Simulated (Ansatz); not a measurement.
**ClGaH3N (SMILES [NH2][GaH][Cl]): functionals against CCSD(T) at one geometry**

The task here is to estimate one member of a computed series from the others.

Method: single points in def2-TZVPP; program: Ansatz 0.2.0, Gaussian basis.

Correlated methods freeze the cores. Filled d shells of the heavier atoms are correlated.

**Where the work starts**

6 atoms, charge 0, spin multiplicity 1.

Atoms are counted from 1 here; the program's logs count them from 0.

Bond lengths: N1–Ga2 1.830 Å, N1–H4 1.028 Å, N1–H5 0.910 Å, Ga2–Cl3 2.207 Å, Ga2–H6 1.513 Å. Angles: Ga2–N1–H4 125.8°, Ga2–N1–H5 129.1°, H4–N1–H5 105.0°, N1–Ga2–Cl3 117.5°, N1–Ga2–H6 119.0°, Cl3–Ga2–H6 123.5°.

As a file:

```mol
ClGaH3N
  3D, bonds by distance, orders not assigned

  6  5  0  0  0  0  0  0  0  0999 V2000
   -0.2129    0.6661    0.7841 N   0  0
   -0.0765   -0.5018   -0.6177 Ga  0  0
    1.9036   -1.3911   -1.0145 Cl  0  0
    0.5414    0.9103    1.4385 H   0  0
   -0.9429    1.1190    1.0857 H   0  0
   -1.3051   -0.7915   -1.4522 H   0  0
  1  2  8  0
  1  4  8  0
  1  5  8  0
  2  3  8  0
  2  6  8  0
M  END
```

The first run:

run/in.yaml

```yaml
crystal:
  periodic: [false, false, false]
  atoms:
    - {symbol: N, position_ang: [-0.212900, 0.666100, 0.784100]}
    - {symbol: Ga, position_ang: [-0.076500, -0.501800, -0.617700]}
    - {symbol: Cl, position_ang: [1.903600, -1.391100, -1.014500]}
    - {symbol: H, position_ang: [0.541400, 0.910300, 1.438500]}
    - {symbol: H, position_ang: [-0.942900, 1.119000, 1.085700]}
    - {symbol: H, position_ang: [-1.305100, -0.791500, -1.452200]}
basis:
  gaussian: {orbitals: def2-TZVPP}
correlation: {method: ccsd_t}
output: {forces: true}
```

The command line of these runs was not kept.

Steps of the session up to this table: CCSD(T)/def2-TZVPP; PBE0-D4/def2-TZVPP; wB97M-V/def2-TZVPP; r2SCAN-D4/def2-TZVPP; PBE-D4/def2-TZVPP; r2SCANh-D4/def2-TZVPP; revPBE-D4/def2-TZVPP.

One table of the session follows, with a row left open; its other results are not shown here.

| method | RMS force component (eV/Å) | angle to CCSD(T) forces (°) | dipole (D) |
| --- | --- | --- | --- |
| CCSD(T) | 2.172 | reference | 2.43 |
| PBE0-D4 | 2.183 | 0.9 | 2.50 |
| wB97M-V | 2.159 | 0.8 | 2.47 |
| r2SCAN-D4 | ? | ? | ? |
| PBE-D4 | 2.217 | 3.3 | 2.49 |
| r2SCANh-D4 | 2.165 | 1.4 | 2.53 |
| revPBE-D4 | 2.205 | 4.0 | 2.48 |

Estimate the missing values for r2SCAN-D4.

**Answer.** RMS force component (eV/Å): 2.173; angle to CCSD(T) forces (°): 0.7; dipole (D): 2.54. In the column «RMS force component (eV/Å)» it lies between CCSD(T) (2.172) and PBE0-D4 (2.183).
